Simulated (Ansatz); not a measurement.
## Molecular dynamics of InAs

The input (input.yaml):

```yaml
accuracy: low
crystal:
  lattice:
    - [8.536193, 0.0, 0.0]
    - [0.0, 6.036, 0.0]
    - [0.0, 0.0, 19.402145]
  atoms:
    - { symbol: In, position: [0.0, 0.0, 0.05154068] }
    - { symbol: As, position: [0.0, 0.29121903, 0.16223803] }
    - { symbol: In, position: [0.75, 0.55387036, 0.17276351] }
    - { symbol: As, position: [0.25, 0.75, 0.05154068] }
    - { symbol: In, position: [0.25, 0.55387036, 0.17276351] }
    - { symbol: As, position: [0.75, 0.75, 0.05154068] }
    - { symbol: In, position: [0.5, 0.0, 0.05154068] }
    - { symbol: As, position: [0.5, 0.29121903, 0.16223803] }
    - { symbol: In, position: [0.5, 0.07122017, 0.28489332] }
    - { symbol: As, position: [0.5, 0.26686436, 0.40986147] }
    - { symbol: In, position: [0.25, 0.49261585, 0.37564576] }
    - { symbol: As, position: [0.75, 0.81021879, 0.28384915] }
    - { symbol: In, position: [0.75, 0.49261585, 0.37564576] }
    - { symbol: As, position: [0.25, 0.81021879, 0.28384915] }
    - { symbol: In, position: [0.0, 0.07122017, 0.28489332] }
    - { symbol: As, position: [0.0, 0.26686436, 0.40986147] }
basis:
  ecutwfc: 420.0
kpoints:
  mp_grid: { grid: [2, 2, 1] }
hamiltonian:
  xc: pbe
  pseudopotentials: { kind: paw, azcp: { folder: soft_1 } }
scf:
  occupations: { method: fermi_dirac, width: 0.05 }
  lower_state_search: "off"
  max_iter: 71
md:
  timestep: 3
  n_steps: 200
  ensemble: nvt_nose_hoover
  temperature: 1000.0
  initial_velocities: zero
  seed: 917357
  nose_hoover: { tau: 100.0, chain_length: 1 }
  constraints: [{ sites: [0, 3, 5, 6] }]
```

Command:

```bash
$ ansatz run input.yaml --threads 4 --pin off --max-ram 10240MiB --backend cpu --events-out ev --progress --plain --runs-dir out
```

It starts from a relaxed structure.

Output, in part (step lines):

```
md step     0: t =     0.00 fs  T =     0.0 K  F+E_penalty+E_count = -83632.18464451 eV  E_kin = 0.000000 eV  conserved = -83632.18464451 eV  (12 SCF iters)
md step     1: t =     3.00 fs  T =     0.0 K  F+E_penalty+E_count = -83632.18464706 eV  E_kin = 0.000003 eV  conserved = -83632.18464453 eV  (2 SCF iters)
md step     2: t =     6.00 fs  T =     0.0 K  F+E_penalty+E_count = -83632.18465459 eV  E_kin = 0.000010 eV  conserved = -83632.18464454 eV  (2 SCF iters)
md step     3: t =     9.00 fs  T =     0.0 K  F+E_penalty+E_count = -83632.18466695 eV  E_kin = 0.000022 eV  conserved = -83632.18464457 eV  (4 SCF iters)
md step     4: t =    12.00 fs  T =     0.0 K  F+E_penalty+E_count = -83632.18468380 eV  E_kin = 0.000040 eV  conserved = -83632.18464458 eV  (3 SCF iters)
md step     5: t =    15.00 fs  T =     0.0 K  F+E_penalty+E_count = -83632.18470477 eV  E_kin = 0.000061 eV  conserved = -83632.18464462 eV  (3 SCF iters)
md step     6: t =    18.00 fs  T =     0.1 K  F+E_penalty+E_count = -83632.18472932 eV  E_kin = 0.000086 eV  conserved = -83632.18464466 eV  (2 SCF iters)
md step     7: t =    21.00 fs  T =     0.1 K  F+E_penalty+E_count = -83632.18475690 eV  E_kin = 0.000115 eV  conserved = -83632.18464470 eV  (2 SCF iters)
[... lines left out ...]
md step   199: t =   597.00 fs  T =   104.1 K  F+E_penalty+E_count = -83626.89850755 eV  E_kin = 0.161408 eV  conserved = -83632.18883364 eV  (3 SCF iters)
md step   200: t =   600.00 fs  T =   104.5 K  F+E_penalty+E_count = -83626.91114621 eV  E_kin = 0.162113 eV  conserved = -83632.18885034 eV  (7 SCF iters)
```

The steps, from the saved trajectory:

```tsv
time (fs)	T (K)	potential energy less start (eV)	conserved less start (meV/atom)
0	0	0.000	0.00
18	0	0.000	0.00
36	0	0.000	0.00
54	0	0.000	0.00
72	1	-0.001	0.00
90	1	-0.001	0.00
108	1	-0.001	0.00
126	2	-0.001	0.00
144	2	0.000	0.00
162	4	0.000	0.00
180	6	0.001	0.00
198	10	0.003	0.00
216	17	0.008	0.00
234	32	0.015	0.00
252	61	0.030	0.00
270	126	0.059	0.00
288	275	0.120	0.00
306	634	0.249	0.01
324	1516	0.533	0.01
342	3524	1.162	0.03
360	6984	2.422	0.07
378	9617	4.243	0.28
396	8274	5.301	-0.03
414	4252	6.512	-0.06
432	1783	7.125	0.20
450	1182	6.243	-0.19
468	631	5.923	-0.26
486	219	6.065	-0.22
504	114	6.056	-0.21
522	161	5.839	-0.23
540	218	5.557	-0.25
558	205	5.377	-0.28
576	141	5.330	-0.27
594	105	5.297	-0.26
```

The run went to its last step. The conserved energy stayed within 0.37 meV per atom of its start (net change -0.26 meV per atom), so the integration is sound. The mean temperature of the second half is 135 % above the set value. A run of 0.6 ps of so small a system gives no equilibrium averages. Limits of this set-up: thin slab, slab without dipole correction, a typed lattice constant that wasn't relaxed here, low accuracy level.

Mean squared displacements from the first frame to the last: In 1.89 Å², As 2.26 Å².

Last frame:

```xyz
16
Lattice="8.5362 0.0000 0.0000 0.0000 6.0360 0.0000 0.0000 0.0000 19.4021" Properties=species:S:1:pos:R:3
In 0.000 0.000 1.000
As 0.000 3.235 2.151
In 6.402 4.740 3.961
As 2.134 4.527 1.000
In 2.134 4.740 3.961
As 6.402 4.527 1.000
In 4.268 0.000 1.000
As 4.268 3.235 2.151
In 4.268 1.068 3.876
As 4.268 0.086 6.578
In 2.134 1.717 8.025
As 6.402 4.803 6.796
In 6.402 1.717 8.025
As 2.134 4.803 6.796
In 0.000 1.068 3.876
As 0.000 0.086 6.578
```

The run took 5.8 min on 4 threads of AMD EPYC 9R45 96-Core Processor (Zen 5) (shared host), peak memory 2.8 GiB.
